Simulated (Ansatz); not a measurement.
# CH₇FO₃Si₂: a ladder of functionals and wavefunction methods

Aim: compute CH₇FO₃Si₂ with functionals from several rungs and with coupled cluster, and see how far each lands from CCSD(T) at the basis-set limit for the atomisation energy.

Method: functionals in def2-TZVPP, the program's frozen cores in correlated methods; program: Ansatz 0.2.0, Gaussian basis.

Levels to be run: PBE-D4, r2SCAN-D4, PBE0-D4, B3LYP-D4, ωB97X-V, ωB97M-V, B2PLYP; CCSD(T)/def2-TZVPP; MP2/def2-QZVPP; extrapolation to the limit.

## Step 1: The geometry

All runs share one geometry, relaxed beforehand with PBE0-D4 in a triple-zeta def2 set.

SMILES `CO[SiH2][Si](O)(O)F`, 14 atoms, charge 0, spin multiplicity 1.

Atoms are counted from 1 here; the program's logs count them from 0.

Bond lengths: C1–O2 1.410 Å, C1–H8 1.091 Å, C1–H9 1.096 Å, C1–H10 1.096 Å, O2–Si3 1.651 Å, Si3–Si4 2.335 Å, Si3–H11 1.492 Å, Si3–H12 1.492 Å, Si4–O5 1.635 Å, Si4–O6 1.625 Å, Si4–F7 1.601 Å, O5–H13 0.959 Å, O6–H14 0.959 Å. Angles: O2–C1–H8 108.4°, O2–C1–H9 111.3°, O2–C1–H10 111.4°, H8–C1–H9 108.6°, H8–C1–H10 108.5°, H9–C1–H10 108.6°, C1–O2–Si3 122.3°, O2–Si3–Si4 103.6°, O2–Si3–H11 110.8°, O2–Si3–H12 110.6°, Si4–Si3–H11 112.9°, Si4–Si3–H12 111.7°, H11–Si3–H12 107.3°, Si3–Si4–O5 113.6°, Si3–Si4–O6 109.1°, Si3–Si4–F7 108.4°, O5–Si4–O6 107.7°, O5–Si4–F7 107.6° and more.

## Step 2: PBE-D4 (GGA)

Input file in.yaml:

```yaml
crystal:
  periodic: [false, false, false]
  atoms:
    - {symbol: C, position_ang: [0.449397, 2.074779, 1.672831]}
    - {symbol: O, position_ang: [0.143433, 0.840568, 1.064304]}
    - {symbol: Si, position_ang: [0.009504, 0.672475, -0.572408]}
    - {symbol: Si, position_ang: [-0.527720, -1.582152, -0.852088]}
    - {symbol: O, position_ang: [0.439923, -2.595693, -0.009244]}
    - {symbol: O, position_ang: [-0.397780, -1.967855, -2.425143]}
    - {symbol: F, position_ang: [-2.027802, -1.810723, -0.342641]}
    - {symbol: H, position_ang: [0.469498, 1.929510, 2.754156]}
    - {symbol: H, position_ang: [1.430007, 2.445400, 1.352226]}
    - {symbol: H, position_ang: [-0.305497, 2.833813, 1.437392]}
    - {symbol: H, position_ang: [-1.034085, 1.590618, -1.114582]}
    - {symbol: H, position_ang: [1.296536, 1.020314, -1.242381]}
    - {symbol: H, position_ang: [0.399284, -2.557144, 0.948030]}
    - {symbol: H, position_ang: [-0.344708, -2.893890, -2.670441]}
basis:
  gaussian: {orbitals: def2-TZVPP}
hamiltonian: {xc: pbe, dispersion: d4}
output: {forces: true, orbitals: {seedname: orbitals}}
```

On the command line:

```console
> ansatz run in.yaml --threads 2 --pin off --events-out ev --progress --plain --max-ram 22528MiB --backend cuda --devices 0, --max-vram 18GiB
```

The runs that follow: r2SCAN-D4 (meta-GGA); PBE0-D4 (hybrid); B3LYP-D4 (hybrid); ωB97X-V (range-separated); ωB97M-V (range-separated); B2PLYP (double hybrid); CCSD(T) in def2-TZVPP; MP2 in def2-QZVPP.

Q: Predict the results of all the runs planned. Wanted: atomisation energy, CCSD(T)/CBS; farthest; mean size of error, hybrid; mean size of error, range-separated; gap, smallest and largest; T1 diagnostic; triples share of the correlation energy.

As calculated:

| quantity | value |
| --- | --- |
| atomisation energy, CCSD(T)/CBS | 56.551 eV |
| functionals within 0.283 eV (0.5 %) | r2SCAN-D4, ωB97X-V, ωB97M-V |
| farthest | B2PLYP (-0.962 eV) |
| mean size of error, hybrid | 0.709 eV |
| mean size of error, range-separated | 0.148 eV |
| gap, smallest and largest | 5.51 eV (PBE-D4), 12.28 eV (ωB97X-V) |
| T1 diagnostic | 0.0120 |
| triples share of the correlation energy | 3.3 % |

In words: PBE-D4 misses by +0.295 eV. Double hybrids carry the basis error of their MP2 part in triple zeta, and no dispersion term here, so their miss is partly the set-up's. Misses under about 0.283 eV are within the doubt on the reference itself, which lacks core-valence correlation, relativity and higher excitations. Hartree-Fock recovers 72 % of the binding; the rest is correlation. The gap grows from 5.5 to 12.3 eV across the functionals, mostly with the share of exact exchange.
